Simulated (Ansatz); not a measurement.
# C₂H₈InNS: up Jacob's ladder to CCSD(T)

One table from this session's results is given with a row withheld; the runs are named, their logs left out.

Method: functionals in def2-TZVPP, the program's frozen cores in correlated methods; program: Ansatz 0.2.0, Gaussian basis.

The runs, in order: PBE-D4, r2SCAN-D4, PBE0-D4, B3LYP-D4, ωB97X-V, ωB97M-V, B2PLYP; CCSD(T)/def2-TZVPP; MP2/def2-QZVPP; extrapolation to the limit.

## Structure used throughout

The geometry comes from an earlier relaxation with PBE0-D4 in a triple-zeta def2 set; it is a stationary point, not always the lowest conformer. In takes the def2 core potential; no spin-orbit term is included.

SMILES `C[N](C)[InH][SH]`, 13 atoms, charge 0, spin multiplicity 1.

Atoms are counted from 1 here; the program's logs count them from 0.

Bond lengths: C1–N2 1.436 Å, C1–H6 1.092 Å, C1–H7 1.101 Å, C1–H8 1.101 Å, N2–C3 1.439 Å, N2–In4 2.011 Å, C3–H9 1.101 Å, C3–H10 1.093 Å, C3–H11 1.101 Å, In4–S5 2.385 Å, In4–H12 1.704 Å, S5–H13 1.343 Å. Angles: N2–C1–H6 111.4°, N2–C1–H7 111.8°, N2–C1–H8 111.8°, H6–C1–H7 107.3°, H6–C1–H8 107.3°, H7–C1–H8 107.0°, C1–N2–C3 112.7°, C1–N2–In4 125.2°, C3–N2–In4 122.2°, N2–C3–H9 111.8°, N2–C3–H10 111.2°, N2–C3–H11 111.7°, H9–C3–H10 107.5°, H9–C3–H11 106.9°, H10–C3–H11 107.5°, N2–In4–S5 115.9°, N2–In4–H12 121.0°, S5–In4–H12 123.1° and more.

Set-up of the first run:

The input, in.yaml:

```yaml
crystal:
  periodic: [false, false, false]
  atoms:
    - {symbol: C, position_ang: [-1.186046, 0.362207, 0.536756]}
    - {symbol: N, position_ang: [0.097371, 0.267043, -0.100397]}
    - {symbol: C, position_ang: [0.572610, 1.537072, -0.582451]}
    - {symbol: In, position_ang: [1.157840, -1.426778, -0.320670]}
    - {symbol: S, position_ang: [0.159069, -3.404986, 0.561329]}
    - {symbol: H, position_ang: [-1.526494, -0.612156, 0.894627]}
    - {symbol: H, position_ang: [-1.162033, 1.040332, 1.404115]}
    - {symbol: H, position_ang: [-1.955673, 0.746553, -0.150748]}
    - {symbol: H, position_ang: [0.677983, 2.269670, 0.233026]}
    - {symbol: H, position_ang: [1.549333, 1.438033, -1.062848]}
    - {symbol: H, position_ang: [-0.115951, 1.976661, -1.320985]}
    - {symbol: H, position_ang: [2.674735, -1.416387, -1.095878]}
    - {symbol: H, position_ang: [-0.942745, -2.777275, 1.004113]}
basis:
  gaussian: {orbitals: def2-TZVPP}
hamiltonian: {xc: pbe, dispersion: d4}
output: {forces: true, orbitals: {seedname: orbitals}}
```

Launch:

```console
$ ansatz run in.yaml --threads 2 --pin off --events-out ev --progress --plain --max-ram 22528MiB --backend cuda --devices 0, --max-vram 18GiB
```

Steps of the session up to this table: PBE-D4 (GGA); r2SCAN-D4 (meta-GGA); PBE0-D4 (hybrid); B3LYP-D4 (hybrid); ωB97X-V (range-separated); ωB97M-V (range-separated); B2PLYP (double hybrid); CCSD(T) in def2-TZVPP; MP2 in def2-QZVPP.

One table of the session follows, with a row left open; its other results are not shown here.

It belongs to the step «Atomisation energies». 

| method | atomisation energy (kJ/mol) |
| --- | --- |
| PBE-D4 | 4373.7 |
| r2SCAN-D4 | 4302.2 |
| PBE0-D4 | 4307.1 |
| B3LYP-D4 | 4295.2 |
| ωB97X-V | 4329.4 |
| ωB97M-V | ? |
| B2PLYP | 4241.9 |
| HF/def2-TZVPP | 3048.8 |
| MP2/def2-TZVPP | 4221.3 |
| CCSD/def2-TZVPP | 4129.9 |
| CCSD(T)/def2-TZVPP | 4197.0 |
| MP2/CBS | 4340.0 |
| CCSD(T)/CBS | 4315.7 |

**Question.** Estimate the row for ωB97M-V.

The run gave: atomisation energy (kJ/mol): 4322.0. In the column «atomisation energy (kJ/mol)» it lies between CCSD(T)/CBS (4315.7) and ωB97X-V (4329.4).

To keep in mind: Free atoms (2 C, 1 N, 1 In, 1 S, 8 H) were run apart at each level; the atomisation energy is their sum less the molecule, without zero-point or spin-orbit terms.
